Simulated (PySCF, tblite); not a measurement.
**C₅H₁₃NSi: geometry, infrared bands and NMR shifts**

Aim: predict the infrared bands and NMR shifts of C₅H₁₃NSi (`CC[C@@H]1CC[SiH2]N1`).

The runs use tblite 0.8.0 and PySCF 2.14.0, with density-fitted response routines of our own; the level of theory stands in each step. All values are computed, except where a source is named. Atoms count from 0, in the outputs and in this text.

### Step 1. Starting geometry

20 atoms, charge 0, multiplicity 1; geometry from: force field or distance geometry start.

Bonds of the start (Å): C0–C1 1.52, C1–C2 1.50, C2–C3 1.47, C3–C4 1.48, C4–Si5 1.87, Si5–N6 1.80, N6–C2 1.45, C0–H7 1.13, C0–H8 1.09, C0–H9 1.10, C1–H10 1.10, C1–H11 1.11, C2–H12 1.12, C3–H13 1.13, C3–H14 1.13, C4–H15 1.12, C4–H16 1.10, Si5–H17 1.46, Si5–H18 1.45, N6–H19 1.04.

### Step 2. Optimising the geometry with GFN2-xTB

Job settings and geometry (Å):

```
{"job": {"kind": "relax", "xc": "GFN2-xTB", "basis": "xTB"}, "charge": 0, "multiplicity": 1}
C      2.560000     0.525200    -0.400900
C      1.554000    -0.606400    -0.296800
C      0.258600    -0.070800     0.250200
C     -0.778300    -1.107200     0.379900
C     -2.156500    -0.572300     0.332700
Si    -1.815000     1.260700     0.185800
N     -0.211000     1.016100    -0.589800
H      2.349300     1.218700     0.461700
H      2.356600     1.071200    -1.324300
H      3.598900     0.166300    -0.330400
H      1.425600    -1.041000    -1.302900
H      1.981300    -1.362900     0.392100
H      0.466200     0.364300     1.258700
H     -0.659900    -1.965600    -0.346100
H     -0.654400    -1.580600     1.395900
H     -2.668300    -0.922000    -0.596500
H     -2.790600    -0.807200     1.199500
H     -1.680800     1.798500     1.540400
H     -2.760900     1.962500    -0.654400
H     -0.380100     0.663100    -1.557700
```

Launch:

```
> OMP_NUM_THREADS=1 python probes_run.py task.json out
```

This one command runs all jobs of the session in turn.

**Question.** This job is followed by: GFN2-xTB harmonic vibrations, gas phase; GIAO PBE0/pcSseg-1 NMR shielding, non-relativistic, gas phase. Predict these results of the whole session: strongest single infrared mode (GFN2-xTB); zero-point energy (GFN2-xTB); 13C shifts against TMS (PBE0/pcSseg-1); 1H shifts against TMS (PBE0/pcSseg-1, means over atoms taken as alike); 29Si shifts against TMS (PBE0/pcSseg-1); 15N shifts against NH3 (PBE0/pcSseg-1); surface potential, 1st and 99th percentile.

As calculated:

```
                                                              quantity                                                                 value
                             strongest single infrared mode (GFN2-xTB)                                                 2197 cm⁻¹, 515 km/mol
                                          zero-point energy (GFN2-xTB)                                                        107.2 kcal/mol
                                13C shifts against TMS (PBE0/pcSseg-1)                                      64.1, 36.7, 36.6, 15.1, 11.4 ppm
1H shifts against TMS (PBE0/pcSseg-1, means over atoms taken as alike)  5.02, 4.96, 2.98, 2.00, 1.57, 1.26, 1.08, 1.07, 1.05, 1.05, 0.41 ppm
                               29Si shifts against TMS (PBE0/pcSseg-1)                                                             -27.7 ppm
                                15N shifts against NH3 (PBE0/pcSseg-1)                                                              36.0 ppm
                                 surface potential, 1st and 99th percentile                                                    -0.88 V and 1.24 V
```

In words: The optimisation took 117 steps and gained 0.929 eV; among the close pairs (by a distance rule), Si5–N6 changed most, from 1.798 to 1.711 Å. No mode is imaginary among the 54: a minimum at this level. The strongest single mode, at 2197 cm⁻¹, moves mainly H17. Unscaled tight-binding wavenumbers are off by several per cent, some by more. Its intensities can rank the bands wrongly. C2 (sp3 CH bonded to N) lies farthest downfield among carbon, at 64.1 ppm; pulled downfield by the heteroatom. At PBE0/pcSseg-1: The widest tensor belongs to Si5: span 98 ppm, with a paramagnetic part of -504 ppm.
